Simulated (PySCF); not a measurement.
# [Eu(BH4)2]+: other functionals and bases at one geometry

One table from this session's results is given with a row withheld; the runs are named, their logs left out.

The runs use PySCF 2.14.0; several levels, as the steps say, no spin–orbit coupling.

1 further run of the same task is left out (for a known fault of the program).

### Starting geometry

11 atoms, charge 1, spin multiplicity 1.

Bond lengths: Eu1–B2 2.404 Å, Eu1–H4 2.173 Å, Eu1–H5 2.264 Å, Eu1–H6 2.177 Å, Eu1–B7 2.404 Å, Eu1–H9 2.173 Å, Eu1–H10 2.264 Å, Eu1–H11 2.177 Å, B2–H3 1.198 Å, B2–H4 1.271 Å, B2–H5 1.260 Å, B2–H6 1.273 Å, B7–H8 1.198 Å, B7–H9 1.271 Å, B7–H10 1.260 Å, B7–H11 1.273 Å. Angles: B2–Eu1–H4 31.7°, B2–Eu1–H5 31.1°, B2–Eu1–H6 31.8°, B2–Eu1–B7 114.3°, B2–Eu1–H9 90.7°, B2–Eu1–H10 143.9°, B2–Eu1–H11 103.1°, H4–Eu1–H5 53.8°, H4–Eu1–H6 54.3°, H4–Eu1–B7 90.7°, H4–Eu1–H9 78.8°, H4–Eu1–H10 121.5°, H4–Eu1–H11 72.2°, H5–Eu1–H6 53.6°, H5–Eu1–B7 143.9°, H5–Eu1–H9 121.5°, H5–Eu1–H10 175.0°, H5–Eu1–H11 122.9° and more.

Geometry (Å):

```xyz
11

Eu    0.0000    0.0001   -0.4004
B     2.0194   -0.0017    0.9033
H     2.9724    0.0182    1.6282
H     1.1146   -0.8116    1.2791
H     2.2426   -0.2964   -0.3008
H     1.3966    1.1072    0.8498
B    -2.0194    0.0016    0.9034
H    -2.9725   -0.0184    1.6281
H    -1.1148    0.8118    1.2792
H    -2.2425    0.2962   -0.3008
H    -1.3964   -1.1071    0.8499
```

Formal oxidation states: Eu +3. Each metal's 6 4f electrons lie in its core potential, so multiplicities, spins and levels count the valence alone. An earlier session relaxed this geometry at PBE0, Eu lcecp-1-SVP with ECP52, B def2-SVP, H def2-SVP (singlet, point group C2).

At PBE0 on the finer grid: E = -89.457492 Eh, HOMO -13.94 eV, LUMO -7.65 eV, Mulliken charge on Eu1 +1.06 e, largest force component 0.011 eV/Å. 

Levels to run: BP86; PBE; PBE0, TZVP. Hardware: 2 threads of Arm Neoverse V1, shared host.

The first run:

File run.py (the lines that set the calculation):

```python
mol = gto.M(atom='''
Eu    -0.00002     0.00011    -0.40040
B      2.01944    -0.00168     0.90330
H      2.97239     0.01824     1.62823
H      1.11463    -0.81165     1.27914
H      2.24258    -0.29637    -0.30083
H      1.39663     1.10719     0.84976
B     -2.01943     0.00164     0.90338
H     -2.97250    -0.01841     1.62815
H     -1.11479     0.81182     1.27920
H     -2.24252     0.29622    -0.30081
H     -1.39643    -1.10711     0.84994''',
    basis={'Eu': 'lcecp-1-SVP', 'B': 'def2-SVP', 'H': 'def2-SVP'},
    ecp={'Eu': 'lcecp-1-SVP'},
    charge=1, spin=0)
mf = dft.RKS(mol, xc='B88,P86')
mf.grids.atom_grid = (75, 302)  # f atoms: unpruned, at least (60, 302)
mf = mf.density_fit()  # fitting sets: Eu AutoAux, B def2-universal-JKFIT, H def2-universal-JKFIT
mf.conv_tol = 1e-08; mf.max_cycle = 55
mf.kernel(dm0)  # dm0: the density of the relaxed state
```

On the command line:

```bash
$ OMP_NUM_THREADS=2 python run.py
```

Among the steps run: BP86; PBE; PBE0, TZVP.

One of the session's tables, all rows but one given; the rest of the session is left out.

| level | HOMO (eV) | gap (eV) | charge on Eu1 (e) | dipole (D) | largest force component (eV/Å) |
| --- | --- | --- | --- | --- | --- |
| PBE0 (relaxed here) | -13.94 | 6.29 | 1.06 | 4.44 | 0.01 |
| BP86 | -12.64 | 4.20 | 0.90 | 4.09 | 0.32 |
| PBE | -12.55 | 4.08 | 0.85 | 4.07 | 0.28 |
| PBE0, TZVP | ? | ? | ? | ? | ? |

Q: Estimate the row for PBE0, TZVP from the others.

The run gave: HOMO (eV): -13.95; gap (eV): 6.34; charge on Eu1 (e): 1.36; dipole (D): 4.41; largest force component (eV/Å): 0.25. In the column «HOMO (eV)» it is the lowest.

The dipole of a charged species depends on the origin, so these sizes hold for this origin alone.

In one basis the HOMO–LUMO gap runs from 4.08 eV (PBE) to 6.29 eV (PBE0). The largest leftover force, 0.32 eV/Å with BP86, stands at a geometry relaxed at another level. With 4f in the core, its levels are missing from HOMO and gap, and its count is fixed, so no charge can pass from the ligands into it. Total energies of different levels can't be compared.
